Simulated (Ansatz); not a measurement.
# Hf2N: the cost of one run

Method: DFT PBEsol, scalar-relativistic, plane waves, PAW, in Ansatz 0.2.0.

2 further runs of the same task are left out: 2 set aside as unsound or not needed. Runs told in other sessions of the task aren't counted.

## (1) The structure to begin with

The structure is trigonal, space group P-31m (No. 162). Conventional cell: a = 5.264 Å, b = 5.264 Å, c = 4.913 Å, α = 90.00°, β = 90.00°, γ = 120.00°. Ta (site symmetry m) is surrounded by 3 N at 2.13 to 2.15 Å. N (site symmetry 32) has 6 Ta at 2.15 Å in its first shell of neighbours. Around N (site symmetry -3m) lie 6 Ta at 2.13 Å.

As a file:

```
Ta N
1.0
     5.26410    0.00000    0.00000
    -2.63205    4.55884    0.00000
     0.00000    0.00000    4.91260
Ta N
6 3
Direct
  0.66680 0.66680 0.75279
  0.00000 0.33320 0.75279
  0.33320 0.00000 0.75279
  0.33320 0.33320 0.24721
  0.00000 0.66680 0.24721
  0.66680 0.00000 0.24721
  0.66667 0.33333 0.50000
  0.33333 0.66667 0.50000
  0.00000 0.00000 0.00000
```

It goes back to an entry of the Materials Project, which need not be the stable form.

This cell was relaxed beforehand with the same method: volume 13.10 Å³/atom, gap on the mesh none (metal).

## (2) Swap Ta → Hf

The start of Hf2N: fractional positions of relaxed Ta2N, cell scaled by 1.016, a guess from tabulated radii.

## (3) Probe: one point at the start (Hf2N)

The input, input.yaml:

```yaml
crystal:
  lattice:
    - [5.3505725559, 0.0, 0.0]
    - [-2.675286278, 4.6337317582, 0.0]
    - [0.0, 0.0, 4.9933032523]
  atoms:
    - { symbol: Hf, position: [0.6668041045, 0.6668041045, 0.7527922812] }
    - { symbol: Hf, position: [0.0, 0.3331958955, 0.7527922812] }
    - { symbol: Hf, position: [0.3331958955, 0.0, 0.7527922812] }
    - { symbol: Hf, position: [0.3331958955, 0.3331958955, 0.2472077188] }
    - { symbol: Hf, position: [0.0, 0.6668041045, 0.2472077188] }
    - { symbol: Hf, position: [0.6668041045, 0.0, 0.2472077188] }
    - { symbol: "N", position: [0.6666666667, 0.3333333333, 0.5] }
    - { symbol: "N", position: [0.3333333333, 0.6666666667, 0.5] }
    - { symbol: "N", position: [0.0, 0.0, 0.0] }
basis:
  ecutwfc: 420
kpoints:
  mp_grid: { grid: [6, 6, 4] }
hamiltonian:
  xc: pbesol
scf:
  occupations: { method: gaussian, width: 0.1 }
output:
  forces: true
  stress: true
  eigenvalues: true
```

The run is started by

```console
$ ansatz run input.yaml --threads 2 --pin off --max-ram 5120MiB --backend cpu --events-out ev --progress --plain --runs-dir out
```

Q: Estimate wall time and peak memory on 2 threads of Oxide Virtual Turin-like (Zen 5), shared host.

About 6.7 s, with a peak of 0.63 GiB.
